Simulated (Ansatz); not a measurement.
# H6SSn: the cost of one run

Program: Ansatz 0.2.0, Gaussian basis. Level of theory: PBE0-D4/def2-SVP. These are calculated values, not measurements.

23 further runs of the same task are left out: 1 that didn't finish, 22 set aside as unsound or not needed.

### 1 The system as given

The first end: 8 atoms, charge 0, spin multiplicity 1.

Atoms are counted from 1 here; the program's logs count them from 0.

Bond lengths: Sn1–H2 1.704 Å, Sn1–H3 1.701 Å, Sn1–H4 1.710 Å, Sn1–H5 1.703 Å, H6–S7 1.342 Å, S7–H8 1.341 Å. Angles: H2–Sn1–H3 110.3°, H2–Sn1–H4 108.6°, H2–Sn1–H5 109.8°, H3–Sn1–H4 108.9°, H3–Sn1–H5 110.5°, H4–Sn1–H5 108.7°, H6–S7–H8 92.3°.

Coordinates:

```xyz
8

Sn   -1.2625   -0.7094   -0.0026
H    -0.1477   -1.1260    1.2174
H    -0.6976   -1.2317   -1.5199
H    -2.7499   -1.4832    0.3323
H    -1.5129    0.9755   -0.0059
H     2.6122    0.4088    0.4185
S     2.0984    1.0892   -0.6173
H     1.6601    2.0768    0.1777
```

The second end:

```xyz
8
charge 0, multiplicity 1
Sn   -0.9814    0.1992   -0.7224
H     1.5092   -1.9060    1.8389
H    -0.9089   -1.0028   -1.9233
H    -1.4097   -0.4537    0.7931
H    -2.0590    1.4482   -1.1549
H     1.6328   -1.3145    1.3982
S     1.2549    1.0825   -0.6076
H     0.9621    1.9471    0.3781
```

### 2 The band at PBE0-D4/def2-SVP

Contents of neb/in.yaml:

```yaml
crystal:
  periodic: [false, false, false]
  atoms:
    - {symbol: Sn, position_ang: [-1.262540, -0.709426, -0.002624]}
    - {symbol: H, position_ang: [-0.147725, -1.125965, 1.217414]}
    - {symbol: H, position_ang: [-0.697592, -1.231700, -1.519913]}
    - {symbol: H, position_ang: [-2.749902, -1.483164, 0.332297]}
    - {symbol: H, position_ang: [-1.512907, 0.975499, -0.005882]}
    - {symbol: H, position_ang: [2.612226, 0.408808, 0.418476]}
    - {symbol: S, position_ang: [2.098371, 1.089173, -0.617338]}
    - {symbol: H, position_ang: [1.660069, 2.076774, 0.177671]}
basis:
  gaussian: {orbitals: def2-SVP}
hamiltonian: {xc: pbe0, dispersion: d4}
neb:
  images: 5
  climbing: true
  max_iterations: 40
  initial_path: idpp
  final_atoms:
    - {symbol: Sn, position_ang: [-0.981410, 0.199204, -0.722352]}
    - {symbol: H, position_ang: [1.509192, -1.905955, 1.838850]}
    - {symbol: H, position_ang: [-0.908912, -1.002835, -1.923307]}
    - {symbol: H, position_ang: [-1.409721, -0.453698, 0.793143]}
    - {symbol: H, position_ang: [-2.059048, 1.448195, -1.154934]}
    - {symbol: H, position_ang: [1.632810, -1.314527, 1.398162]}
    - {symbol: S, position_ang: [1.254947, 1.082520, -0.607551]}
    - {symbol: H, position_ang: [0.962141, 1.947097, 0.378088]}
```

Launch:

```bash
$ ansatz run in.yaml --threads 2 --pin off --events-out ev --progress --plain --max-ram 4352MiB
```

**Question.** How long does this run take on 2 threads of Intel Xeon 6975P-C, shared host?

About 86 s.
